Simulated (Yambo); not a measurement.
A run of Yambo 5.3.0 is set up as follows.

optics4.in

```
optics
chi
Chimod= "HARTREE"
% BndsRnXd
 1 | 49 |
%
NGsBlkXd= 3 Ry
% LongDrXd
 1 | 1 | 1 |
%
% QpntsRXd
 1 | 1 |
%
% EnRngeXd
 0 | 20 | eV
%
% DmRngeXd
 0.1 | 0.1 | eV
%
ETStpsXd= 200
```

File scf.in:

```
&CONTROL
  calculation = 'scf'
  prefix = 'pwscf'
  outdir = './tmp'
  pseudo_dir = './pseudo'
/
&SYSTEM
  ibrav = 0
  nat = 6
  ntyp = 2
  ecutwfc = 84
  nbnd = 33
  occupations = 'smearing'
  smearing = 'fd'
  degauss = 0.00367493
  force_symmorphic = .true.
/
&ELECTRONS
  conv_thr = 1.2d-09
  electron_maxstep = 120
  mixing_beta = 0.5
/
ATOMIC_SPECIES
Ti    47.8670 Ti.upf
O     15.9990 O.upf
CELL_PARAMETERS angstrom
   4.5998373239    0.0000000000    0.0000000000
   0.0000000000    4.5998373239    0.0000000000
   0.0000000000    0.0000000000    2.9592135600
ATOMIC_POSITIONS crystal
Ti     0.0000000000    0.0000000000    0.5000000000
Ti     0.5000000000    0.5000000000    0.0000000000
O      0.3043213200    0.3043213200    0.5000000000
O      0.1956786800    0.8043213200    0.0000000000
O      0.8043213200    0.1956786800    0.0000000000
O      0.6956786800    0.6956786800    0.5000000000
K_POINTS automatic
6 6 10 0 0 0
```

Contents of nscf.in:

```
&CONTROL
  calculation = 'nscf'
  prefix = 'pwscf'
  outdir = './tmp'
  pseudo_dir = './pseudo'
/
&SYSTEM
  ibrav = 0
  nat = 6
  ntyp = 2
  ecutwfc = 84
  nbnd = 54
  occupations = 'fixed'
  force_symmorphic = .true.
/
&ELECTRONS
  conv_thr = 1d-08
  diago_full_acc = .true.
  diago_thr_init = 1d-06
/
ATOMIC_SPECIES
Ti    47.8670 Ti.upf
O     15.9990 O.upf
CELL_PARAMETERS angstrom
   4.5998373239    0.0000000000    0.0000000000
   0.0000000000    4.5998373239    0.0000000000
   0.0000000000    0.0000000000    2.9592135600
ATOMIC_POSITIONS crystal
Ti     0.0000000000    0.0000000000    0.5000000000
Ti     0.5000000000    0.5000000000    0.0000000000
O      0.3043213200    0.3043213200    0.5000000000
O      0.1956786800    0.8043213200    0.0000000000
O      0.8043213200    0.1956786800    0.0000000000
O      0.6956786800    0.6956786800    0.5000000000
K_POINTS automatic
4 4 6 0 0 0
```

Potentials or basis: PseudoDojo 0.4.1 SR PBE standard.

Run with:

```bash
$ OMP_NUM_THREADS=1 pw.x -in scf.in > scf.out
$ OMP_NUM_THREADS=1 pw.x -in nscf.in > nscf.out
$ cd tmp/pwscf.save; p2y; mv SAVE ../..; cd ../..
$ OMP_NUM_THREADS=1 yambo
$ OMP_NUM_THREADS=1 yambo -F optics4.in -J optics4 -C optics4_out
```

Problem. Estimate the electronic dielectric constant along the field.

Solution. 7.65.

Problem. Estimate the electronic dielectric constant along the field, independent particles.

Solution. 7.83.

Problem. Estimate the band gap on the k mesh, mean-field level.

Solution. 1.88 eV, direct.

Dielectric function (along the field direction of the input):
```csv
energy (eV),real part,imaginary part
0.30,7.69,0.14
0.80,7.89,0.16
1.31,8.35,0.21
1.81,9.26,0.33
2.31,11.35,1.27
2.81,15.38,6.20
3.32,8.77,8.62
3.82,3.98,11.37
4.32,3.72,9.15
4.82,1.32,8.20
5.33,1.74,4.12
5.83,2.31,4.83
6.33,2.77,4.85
6.83,3.90,6.23
7.34,3.20,7.97
7.84,-1.48,6.24
8.34,-2.48,6.89
8.84,-3.01,2.30
9.35,-1.18,2.67
9.85,-1.37,2.03
10.35,-0.39,1.43
10.85,-0.54,1.04
11.36,-0.04,0.76
11.86,0.08,0.85
12.36,0.68,1.24
12.86,0.54,1.37
13.37,0.86,1.24
13.87,0.38,0.87
14.37,0.67,0.90
14.87,1.06,1.09
15.38,0.53,1.16
15.88,0.99,0.98
16.38,1.12,1.04
16.88,0.85,1.18
17.39,1.04,1.15
17.89,0.85,1.03
18.39,0.92,1.44
18.89,1.19,1.60
19.40,1.01,1.14
20.00,0.73,1.26
```

Caveat: spectra need much finer meshes, so this one isn't converged; these spectra lack excitons.

**Experimental background.**

“Shallow Valence Band of Rutile GeO2 and P-type Doping”, 2020, arxiv:2011.08928 quotes, for a bulk crystal of TiO2 at 1.6 K: band gap 3.03 eV (direct).

Measured gap of TiO2: 3.03 eV (direct; 1.6 K; quoted in “Shallow Valence Band of Rutile GeO2 and P-type Doping”, 2020, arxiv:2011.08928). This calculation gives 1.88 eV (-1.15 eV). 2 values of this kind are on record in papers (3.03 to 3.05 eV); this one was drawn at random among those near their median. The value is that of PBE on a finite k mesh, which can miss the band edges, without temperature or zero-point motion. Semilocal functionals fall short of measured gaps as a rule. The cell is a database's relaxed one, not the measured one, which moves gaps too.
